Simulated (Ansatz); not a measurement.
# W (Tungsten): the cost of one run

Program: Ansatz 0.2.0. Level of theory: DFT LDA, frozen-core PAW, scalar-relativistic unless said. These are calculated values, not measurements.

3 further runs of the same task are left out: 3 that didn't finish.

**1. The system as given**

Symmetry: Im-3m, No. 229, cubic system. The conventional cell has a = 3.165 Å, b = 3.165 Å, c = 3.165 Å, α = 90.00°, β = 90.00°, γ = 90.00°. W (site symmetry m-3m) has 8 W at 2.74 Å as nearest neighbours.

As a file:

```cif
data_structure
_symmetry_space_group_name_H-M 'Im-3m'
_symmetry_Int_Tables_number 229
_cell_length_a 3.1647
_cell_length_b 3.1647
_cell_length_c 3.1647
_cell_angle_alpha 90.000
_cell_angle_beta 90.000
_cell_angle_gamma 90.000
_cell_volume 31.70
loop_
_atom_site_label
_atom_site_type_symbol
_atom_site_symmetry_multiplicity
_atom_site_Wyckoff_symbol
_atom_site_fract_x
_atom_site_fract_y
_atom_site_fract_z
_atom_site_occupancy
W1 W 2 a 0.00000 0.00000 0.00000 1
```

Cartesian axes are those of the input's lattice vectors. The structure goes back to a database entry.

**2. Cell and atoms relaxed, PAW**

Input file input.yaml:

```yaml
crystal:
  lattice:
    - [-1.582345, 1.582345, 1.582345]
    - [1.582345, -1.582345, 1.582345]
    - [1.582345, 1.582345, -1.582345]
  atoms:
    - { symbol: W, position: [0.0, 0.0, 0.0] }
kpoints:
  mp_grid: { grid: [24, 24, 24] }
scf:
  occupations: { method: fermi_dirac, width: 0.1 }
hamiltonian:
  xc: lda
  pseudopotentials: { kind: paw }
relax:
  f_tol: 0.002
  max_steps: 80
  cell: {}
output:
  forces: true
  stress: true
```

Run with:

```bash
> ansatz run input.yaml --threads 2 --pin off --max-ram 10240MiB --backend cpu --events-out ev --progress --plain --runs-dir out
```

Q: Estimate wall time and peak memory on 2 threads of Intel Xeon Platinum 8488C (Sapphire Rapids), shared host.

About 5.9 s, with a peak of 0.43 GiB.
